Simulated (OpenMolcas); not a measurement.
# Ru³⁺ among point charges: CASSCF and CASPT2 levels and susceptibility

How does a field of 4 point charges split the states of Ru³⁺, and what χT follows?

Method: state-averaged CASSCF and CASPT2, spin-orbit coupling by RASSI with atomic mean-field integrals. Code: OpenMolcas 26.06.

### 1 Starting point

```
Species                           : Ru³⁺ (ruthenium, Z = 44, 41 electrons)
Basis                             : ANO-RCC-VDZP [6s5p3d1f], 43 functions
Scalar Hamiltonian                : DKH2, point nucleus
Inactive shells                   : 1s 2s 2p 3s 3p 3d 4s 4p
Active space                      : 5 electrons in 5 orbitals (4d)
Some configurations of this space : 4d5
Orbitals                          : optimised for each spin and parity, averaged over all roots
```

Outer shells as boxes (Hund's rule):

4d5
```
4d [↑ ][↑ ][↑ ][↑ ][↑ ]
```

The ion sits among 4 point charges of -1 e arranged as a tetrahedron (Td), 2.09 Å from the ion.

The work runs as a chain of OpenMolcas steps in one folder; each step below is one input file. Labels, J, g values, rates, χT and fits are worked out afterwards by a script from the matrices that RASSI stores.

### 2 GATEWAY and SEWARD: basis and integrals

a.inp

```
&GATEWAY
Coord
1

Ru 0.0 0.0 0.0
Basis=ANO-RCC-VDZP
Group=NoSym
NoMove
AngMom=0.0 0.0 0.0
AMFI
XField
4 Angstrom 0
1.206662 1.206662 1.206662 -1.000000
1.206662 -1.206662 -1.206662 -1.000000
-1.206662 1.206662 -1.206662 -1.000000
-1.206662 -1.206662 1.206662 -1.000000
&SEWARD
```

Launch:

```console
$ OMP_NUM_THREADS=1 MOLCAS_MEM=1689 MOLCAS_PROJECT=a pymolcas a.inp > a.log
```

The program printed:

```text
Basis set label: RU.ANO-RCC...6S5P3D1F.

      Electronic valence basis set:
      ------------------
      Associated Effective Charge  44.000000 au
      Associated Actual Charge     44.000000 au
      Nuclear Model: Point charge

      Shell  nPrim  nBasis  Cartesian Spherical Contaminant
         s      21       6        X
         p      18       5        X
         d      13       3                 X
         f       6       1                 X
                  Relativistic Douglas-Kroll-Hess integrals:
                    - DKH order of Hamiltonian: 2
                    - DKH order of Properties : 0
                  Atomic mean-field integrals
```

### 3 CASSCF: sextets, 1 root

a.inp

```
&RASSCF
FileOrb=start.orb
Symmetry=1
Spin=6
nActEl=5 0 0
Inactive=18
Ras2=5
CIRoot=1 1 1
SDav=1
CIMx=300
Iter=120 100
PrWF=0.3
OrbListing=Nothing
MaxOrb=0
>>> COPY $Project.JobIph JOB001
```

start.orb holds the contracted functions of the basis, ordered by shell, or the orbitals of the step before.

The program printed:

```text
Wave function specifications:
      -----------------------------

      Number of closed shell electrons          36
      Number of electrons in active shells       5
      Max number of holes in RAS1 space          0
      Max nr of electrons in RAS3 space          0
      Number of inactive orbitals               18
      Number of active orbitals                  5
      Number of secondary orbitals              20
      Spin quantum number                      2.5
      State symmetry                             1
Orbital specifications:
      -----------------------

      Symmetry species                           1
                                                 a
      Frozen orbitals                            0
      Inactive orbitals                         18
      Active orbitals                            5
      RAS1 orbitals                              0
      RAS2 orbitals                              5
      RAS3 orbitals                              0
      Secondary orbitals                        20
      Deleted orbitals                           0
      Number of basis functions                 43
      Number of CSFs                             1
      Number of root(s) required                 1
      Iter CI   SX   CI       RASSCF       Energy    max ROT     max BLB   max BLB  Level Ln srch  Step   QN
          iter iter root      energy       change     param      element    value   shift minimum  type update
 Nr of preliminary CI iterations:   1
      Total energies have been shifted. Add                -4000.00 au
        1   1    6    1  -528.42520109    0.00E+00   1.64E-01*  19  32 1  2.54E-01*  0.00   0.00    SX    NO
        2   1    7    1  -528.60419978   -1.79E-01*  3.50E-02   17  30 1  1.42E-01*  0.11   0.00    SX    NO
        3   1    6    1  -528.61692450   -1.27E-02*  1.71E-02   18  31 1 -3.19E-02*  0.05   0.00    SX    NO
        4   1    6    1  -528.61846692   -1.54E-03*  6.61E-03   17  30 1  1.66E-02*  0.08   0.00    SX    NO
        5   1    6    1  -528.61873444   -2.68E-04*  1.97E-03   18  31 1 -6.32E-03*  0.07   0.71    QN   YES
        6   1    4    1  -528.61878745   -5.30E-05*  2.86E-05   16  33 1  4.39E-05   0.07   1.01    QN   YES
        7   1    3    1  -528.61878747   -1.26E-08*  8.31E-06   17  35 1  1.07E-05   0.07   1.20    QN   YES
        8   1    3    1  -528.61878747   -5.09E-10   3.52E-07   18  32 1  5.35E-07   0.07   1.02    QN   YES
      Convergence after  8 iterations
        9   1    3    1  -528.61878747   -1.82E-12   3.52E-07   18  19 1 -1.79E-07   0.07   1.02    QN   YES
      Natural orbitals and occupation numbers for root  1
      sym 1:   1.000000   1.000000   1.000000   1.000000   1.000000
::    RASSCF root number  1 Total energy:  -4528.61878747
```

### 4 Reference wave functions, quartets, 24 roots

a.inp

```
&RASSCF
FileOrb=start.orb
Symmetry=1
Spin=4
nActEl=5 0 0
Inactive=18
Ras2=5
CIRoot=24 24 1
SDav=24
CIMx=300
Iter=120 100
PrWF=0.3
OrbListing=Nothing
MaxOrb=0
>>> COPY $Project.JobIph JOB002
```

The program printed, shortened:

```text
[...]
      Number of active orbitals                  5
[...]
      Spin quantum number                      1.5
[...]
      Active orbitals                            5
[...]
      Number of CSFs                            24
      Number of root(s) required                24
[...]
      Convergence after  7 iterations
[...]
      Natural orbitals and occupation numbers for root  1
      sym 1:   0.777677   0.673022   1.330257   1.220187   0.998857
      Natural orbitals and occupation numbers for root  2
      sym 1:   0.822182   0.632858   1.375662   1.174674   0.994623
      Natural orbitals and occupation numbers for root  3
      sym 1:   0.605171   0.990189   1.405904   1.144290   0.854445
::    RASSCF root number  1 Total energy:  -4528.49710766
::    RASSCF root number  2 Total energy:  -4528.49710766
::    RASSCF root number  3 Total energy:  -4528.49710766
[...]
::    RASSCF root number 21 Total energy:  -4528.41215439
::    RASSCF root number 22 Total energy:  -4528.41194894
::    RASSCF root number 23 Total energy:  -4528.41194894
::    RASSCF root number 24 Total energy:  -4528.41194894
```

### 5 CASSCF: doublets, 75 roots

a.inp

```
&RASSCF
FileOrb=start.orb
Symmetry=1
Spin=2
nActEl=5 0 0
Inactive=18
Ras2=5
CIRoot=75 75 1
SDav=75
CIMx=300
Iter=120 100
PrWF=0.3
OrbListing=Nothing
MaxOrb=0
>>> COPY $Project.JobIph JOB003
```

The program printed, shortened:

```text
[...]
      Number of active orbitals                  5
[...]
      Spin quantum number                      0.5
[...]
      Active orbitals                            5
[...]
      Number of CSFs                            75
      Number of root(s) required                75
[...]
      Convergence after  7 iterations
[...]
      Natural orbitals and occupation numbers for root  1
      sym 1:   1.325160   0.666219   0.938907   1.401966   0.667749
      Natural orbitals and occupation numbers for root  2
      sym 1:   0.668112   0.669457   1.323512   1.402339   0.936579
      Natural orbitals and occupation numbers for root  3
      sym 1:   0.668582   0.936065   1.402422   1.323148   0.669784
::    RASSCF root number  1 Total energy:  -4528.44406622
::    RASSCF root number  2 Total energy:  -4528.44406622
::    RASSCF root number  3 Total energy:  -4528.44406622
[...]
::    RASSCF root number 27 Total energy:  -4528.40140605
::    RASSCF root number 28 Total energy:  -4528.40140605
::    RASSCF root number 29 Total energy:  -4528.40075700
::    RASSCF root number 30 Total energy:  -4528.40075700
```

### 6 RASSI: spin-orbit coupling between the states

a.inp

```
&RASSI
NrOfJobIphs=3 1 24 75
1
1 2 3 4 5 6 7 8 9 10 11 12 13 14 15 16 17 18 19 20 21 22 23 24
1 2 3 4 5 6 7 8 9 10 11 12 13 14 15 16 17 18 19 20 21 22 23 24 25 26 27
28 29 30 31 32 33 34 35 36 37 38 39 40 41 42 43 44 45 46 47 48 49 50 51
52 53 54 55 56 57 58 59 60 61 62 63 64 65 66 67 68 69 70 71 72 73 74 75
IphNames
JOB001
JOB002
JOB003
EJob
SpinOrbit
DIPRint=1.0
SOCoupling=1000.0
Subsets=2
Property=9
'ANGMOM' 1 'ANGMOM' 2 'ANGMOM' 3 'MLTPL  1' 1 'MLTPL  1' 2 'MLTPL  1' 3
'AMFI' 1 'AMFI' 2 'AMFI' 3
SOProperty=3
'ANGMOM' 1 'ANGMOM' 2 'ANGMOM' 3
```

Launch:

```console
$ OMP_NUM_THREADS=1 MOLCAS_MEM=1689 MOLCAS_PROJECT=a pymolcas a.inp > a.log
```

The program printed, shortened:

```text
SPIN-FREE ENERGIES:
  (Shifted by EMIN (a.u.) =      -4528.6187874662)
 SF State       Relative EMIN(au)   Rel lowest level(eV)    D:o, cm**(-1)      L_eff
     1             0.0000000000        0.0000000000              0.0000         0.0
     2             0.1216798055        3.3110761866          26705.6305         3.8
     3             0.1216798055        3.3110761866          26705.6305         3.8
     4             0.1216798055        3.3110761866          26705.6305         3.8
     5             0.1237180823        3.3665405232          27152.9805         4.0
     6             0.1237180823        3.3665405232          27152.9805         4.0
     7             0.1237180823        3.3665405232          27152.9805         4.0
     8             0.1238452706        3.3700014933          27180.8951         4.0
     9             0.1240431612        3.3753863694          27224.3271         4.0
    10             0.1240431612        3.3753863694          27224.3271         4.0
[...]
Eigenvalues of complex Hamiltonian:
   -----------------------------------
  (Shifted by EMIN (a.u.) =      -4528.6187874662)
 SO State       Relative EMIN(au)   Rel lowest level(eV)    D:o, cm**(-1)     J-value
     1            -0.0010929111        0.0000000000              0.0000         1.4
     2            -0.0010929111        0.0000000000              0.0000         2.4
     3            -0.0010929111        0.0000000000              0.0000         2.1
     4            -0.0010929111        0.0000000000              0.0000         1.9
     5            -0.0010928486        0.0000017007              0.0137         2.0
     6            -0.0010928486        0.0000017007              0.0137         2.0
     7             0.1195676712        3.2833417087          26481.9368         2.9
     8             0.1195676712        3.2833417087          26481.9368         2.1
     9             0.1195676712        3.2833417087          26481.9368         3.1
    10             0.1195676712        3.2833417087          26481.9368         2.3
    11             0.1203307091        3.3041050282          26649.4043         3.0
[...]
```

These steps: 21 s of run time, 1 thread of Arm Neoverse V2, shared host.

States without spin-orbit coupling:

```csv
state,degeneracy,E (cm-1),free-ion L (%)
6A1,1,0,S (100)
4T1,3,26706,G (91)
4T2,3,27153,G (100)
4A1,1,27181,G (100)
4E,2,27224,G (100)
4T1,3,32210,P (91)
4T2,3,33375,D (99)
4E,2,33496,D (100)
2T2,3,38347,I (92)
2A2,1,38623,I (95)
2T1,3,38632,I (96)
2T2,3,38834,I (98)
2A1,1,38926,I (100)
2E,2,38934,I (99)
2T2,3,43107,D (66)
2E,2,44118,D (93)
4A2,1,45021,F (100)
2T1,3,45132,F (93)
4T1,3,45351,F (100)
4T2,3,45396,F (98)
2A2,1,45508,F (95)
2T2,3,45871,F (58)
2T1,3,47710,H (86)
2E,2,47852,H (64)
```

With spin-orbit coupling:

| E (cm-1) | Degeneracy | Label | 2S+1 | g |
| --- | --- | --- | --- | --- |
| 0.0 | 6 |  | 6 |  |
| 26482 | 4 | Γ8 | 4 |  |
| 26649 | 2 | Γ6 | 4 | 2.09 2.09 2.09 |
| 26669 | 2 | Γ7 | 4 | 2.35 2.35 2.35 |
| 26713 | 4 | Γ8 | 4 |  |
| 27044 | 2 | Γ7 | 4 | 1.20 1.20 1.20 |
| 27077 | 4 | Γ8 | 4 |  |
| 27084 | 2 | Γ6 | 4 | 1.62 1.62 1.62 |
| 27134 | 4 | Γ8 | 4 |  |
| 27200 | 4 | Γ8 | 4 |  |
| 27244 | 2 | Γ7 | 4 | 0.85 0.85 0.85 |
| 27262 | 2 | Γ6 | 4 | 3.15 3.15 3.15 |
| 27334 | 4 | Γ8 | 4 |  |
| 30768 | 2 | Γ7 | 4 | 2.42 2.42 2.42 |
| 30830 | 4 | Γ8 | 4 |  |
| 31216 | 4 | Γ8 | 4 |  |
| 31860 | 2 | Γ6 | 4 | 2.15 2.15 2.15 |
| 33034 | 2 | Γ7 | 4 | 4.28 4.28 4.28 |
| 33354 | 4 | Γ8 | 4 |  |
| 33541 | 2 | Γ6 | 4 | 3.25 3.25 3.25 |
| 34105 | 2 | Γ6 | 4 | 0.46 0.46 0.46 |
| 34513 | 4 | Γ8 | 4 |  |
| 34589 | 2 | Γ7 | 4 | 2.47 2.47 2.47 |
| 34680 | 4 | Γ8 | 4 |  |

The table of states holds 24 of 43 computed; the rest, higher up, is left out. Principal g values are given for doublets only; a zero marks a field direction without first-order Zeeman splitting.

Powder χT (cm³ K/mol): 4.37 at 2 K, 4.37 at 5 K, 4.37 at 10 K, 4.37 at 20 K, 4.37 at 50 K, 4.37 at 100 K, 4.37 at 150 K, 4.37 at 200 K, 4.37 at 250 K, 4.37 at 300 K.

A ligand-field fit to the states below 45000 cm-1 gives 10Dq = -1757 cm-1, B = 904 cm-1 and C = 3623 cm-1 (C/B = 4.01), with a deviation of 27 cm-1.

[end of part 1 of 2]
